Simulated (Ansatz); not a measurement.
# H6HfN2OS: the cost of one run

All numbers below are computed with Ansatz 0.2.0 (RKS PBE/def2-SVP).

1 further run of the same task is left out (it didn't finish).

## 1. The starting structure

Bond lengths: Hf1–O2 2.616 Å, Hf1–S3 2.353 Å, Hf1–N5 2.034 Å, Hf1–N6 2.030 Å, O2–H7 0.959 Å, N5–H8 1.017 Å, N5–H9 1.019 Å, N6–H10 1.018 Å, N6–H11 1.019 Å. Angles: Hf1–O2–H7 150.8°, O2–Hf1–S3 72.3°, O2–Hf1–N5 119.6°, O2–Hf1–N6 89.5°, S3–Hf1–N5 117.9°, S3–Hf1–N6 119.7°, N5–Hf1–N6 121.0°, Hf1–N5–H8 123.1°, Hf1–N5–H9 124.2°, H8–N5–H9 106.4°, Hf1–N6–H10 115.3°, Hf1–N6–H11 122.5°, H10–N6–H11 106.3°.

Coordinates:

```xyz
11

Hf   -0.1680   -0.5030    0.2175
O     0.5750    1.0616   -1.7432
S     0.0192   -1.8247   -1.7202
H     0.3831   -0.1263   -2.1652
N     1.1168   -0.8744    1.7495
N    -1.8137    0.6535    0.4912
H     1.2586    1.4408   -2.2980
H     0.9278   -0.6037    2.7115
H     1.7363   -1.6819    1.7944
H    -2.1175    1.1792   -0.3264
H    -1.9175    1.2788    1.2890
```

## 2. A restrained relaxation towards end A

Springs on the bonds that form and break draw the guess towards this end; the thresholds are loose.

Input file input.yaml:

```yaml
crystal:
  periodic: [false, false, false]
  atoms:
    - { symbol: Hf, position_ang: [-0.168, -0.503, 0.2175] }
    - { symbol: O, position_ang: [0.575, 1.0616, -1.7432] }
    - { symbol: S, position_ang: [0.0192, -1.8247, -1.7202] }
    - { symbol: H, position_ang: [0.3831, -0.1263, -2.1652] }
    - { symbol: "N", position_ang: [1.1168, -0.8744, 1.7495] }
    - { symbol: "N", position_ang: [-1.8137, 0.6535, 0.4912] }
    - { symbol: H, position_ang: [1.2586, 1.4408, -2.298] }
    - { symbol: H, position_ang: [0.9278, -0.6037, 2.7115] }
    - { symbol: H, position_ang: [1.7363, -1.6819, 1.7944] }
    - { symbol: H, position_ang: [-2.1175, 1.1792, -0.3264] }
    - { symbol: H, position_ang: [-1.9175, 1.2788, 1.289] }
basis:
  gaussian: { orbitals: def2-SVP }
hamiltonian:
  xc: pbe
relax:
  f_tol: 0.15
  max_steps: 25
  restrain:
    - { distance: [3, 1], at: 2.27, k: 30.0 }
    - { distance: [0, 1], at: 2.41, k: 30.0 }
    - { distance: [3, 2], at: 1.36, k: 30.0 }
```

Run with:

```
ansatz run input.yaml --threads 2 --pin off --max-ram 3072MiB --backend cpu --events-out ev --progress --plain --runs-dir out
```

**Question.** How long does this run take on 2 threads of AMD EPYC 9R45 (Zen 5), shared host, and how much memory does it need?

About 21 s, with a peak of 0.19 GiB.
